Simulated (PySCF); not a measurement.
# Ge2H6Se: the cost of one run

The runs use PySCF 2.14.0, with density-fitted response routines of our own; the level of theory stands in each step. All values are computed, except where a source is named. Atoms are numbered from 0 throughout.

## 1. The starting structure

9 atoms, charge 0, multiplicity 1; geometry from: GFN2-xTB. The atoms were then displaced at random by about 0.01 Å, so the start is not that level's minimum.

Bonds of the start (Å): Ge0–Se1 2.35, Se1–Ge2 2.33, Ge0–H3 1.48, Ge0–H4 1.50, Ge0–H5 1.51, Ge2–H6 1.52, Ge2–H7 1.47, Ge2–H8 1.53.

## 2. Optimising the geometry at PBE0-D3(BJ)/def2-SVP

What the job is given:

```
{"job": {"xc": "PBE0", "basis": "def2-SVP", "d3": "d3bj", "grid": 1, "shake": 0.01, "kind": "geom"}, "charge": 0, "multiplicity": 1}
Ge     1.626910     0.554440     0.279520
Se    -0.074280     0.877390    -1.313230
Ge    -1.628770    -0.523440    -0.283280
H      2.059820    -0.859160     0.370420
H      2.779820     1.399510    -0.158900
H      1.159100     1.023850     1.641860
H     -1.078690    -1.930150    -0.159320
H     -2.837060    -0.518900    -1.115010
H     -1.949050    -0.040690     1.131440
```

Started as:

```
$ OMP_NUM_THREADS=1 python probes_run.py task.json out
```

One launch serves the whole session: the jobs run in the order shown.

**Question.** How long does this first job take on 1 thread of Arm Neoverse V1, shared host, and how much memory does it need?

About 38 s, with a peak of 0.52 GiB.
